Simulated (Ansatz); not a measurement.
**BH₇N₂OSn: small, medium and large basis sets**

Aim: see how fast density functionals converge with the basis set for BH₇N₂OSn.

Program: Ansatz 0.2.0, Gaussian basis. Level of theory: one geometry, several basis sets. These are calculated values, not measurements.

The runs, in order: PBE0-D4/def2-SVP; ωB97M-V/def2-SVP; PBE0-D4/def2-QZVPP; ωB97M-V/def2-QZVPP; the functionals' def2-TZVPP values are taken from earlier runs.

## Step 1: Structure used throughout

An earlier PBE0-D4 in a triple-zeta def2 set relaxation fixed the geometry. Sn takes the def2 core potential; no spin-orbit term is included.

SMILES `B[NH][SnH]([NH2])[OH]`, 12 atoms, charge 0, spin multiplicity 1.

Atoms are counted from 1 here; the program's logs count them from 0.

Bond lengths: B1–N2 1.389 Å, B1–H6 1.205 Å, B1–H7 1.199 Å, N2–Sn3 2.050 Å, N2–H8 1.010 Å, Sn3–N4 2.007 Å, Sn3–O5 1.948 Å, Sn3–H9 1.700 Å, N4–H10 1.011 Å, N4–H11 1.011 Å, O5–H12 0.962 Å. Angles: N2–B1–H6 119.4°, N2–B1–H7 120.7°, H6–B1–H7 120.0°, B1–N2–Sn3 125.3°, B1–N2–H8 117.6°, Sn3–N2–H8 117.2°, N2–Sn3–N4 114.8°, N2–Sn3–O5 103.8°, N2–Sn3–H9 110.1°, N4–Sn3–O5 105.3°, N4–Sn3–H9 109.5°, O5–Sn3–H9 113.1°, Sn3–N4–H10 114.1°, Sn3–N4–H11 115.2°, H10–N4–H11 108.6°, Sn3–O5–H12 111.1°.

## Step 2: PBE0-D4 in def2-SVP

File in.yaml:

```yaml
crystal:
  periodic: [false, false, false]
  atoms:
    - {symbol: B, position_ang: [-2.067096, -0.018074, -0.156954]}
    - {symbol: N, position_ang: [-0.986696, -0.743340, 0.329967]}
    - {symbol: Sn, position_ang: [0.905726, -0.005855, 0.604820]}
    - {symbol: N, position_ang: [2.167186, -0.335166, -0.921020]}
    - {symbol: O, position_ang: [0.650452, 1.924904, 0.652535]}
    - {symbol: H, position_ang: [-1.916865, 1.140769, -0.449799]}
    - {symbol: H, position_ang: [-3.141592, -0.534648, -0.287355]}
    - {symbol: H, position_ang: [-1.143350, -1.712111, 0.569625]}
    - {symbol: H, position_ang: [1.573726, -0.627430, 2.039601]}
    - {symbol: H, position_ang: [1.828122, -0.007909, -1.815992]}
    - {symbol: H, position_ang: [2.476709, -1.292216, -1.024308]}
    - {symbol: H, position_ang: [-0.269419, 2.155876, 0.492983]}
basis:
  gaussian: {orbitals: def2-SVP}
hamiltonian: {xc: pbe0, dispersion: d4}
output: {orbitals: {seedname: orbitals}}
```

The runs that follow: ωB97M-V in def2-SVP; PBE0-D4 in def2-QZVPP; ωB97M-V in def2-QZVPP.

Before running them: what should the planned runs give, taken together? Wanted: PBE0-D4: double and triple zeta above quadruple; ωB97M-V: double and triple zeta above quadruple.

As calculated:

| quantity | value |
| --- | --- |
| PBE0-D4: double and triple zeta above quadruple | 8.04, 0.44 eV |
| ωB97M-V: double and triple zeta above quadruple | 8.29, 0.41 eV |

In words: PBE0-D4 gains 7.61 eV from double to triple zeta, then 0.44 eV more. Total energies overstate the basis error of differences, where much of it tends to cancel. The LUMO of ωB97M-V is positive and keeps falling with the basis (1.89 to 0.91 eV): an unbound level that the basis holds in place.
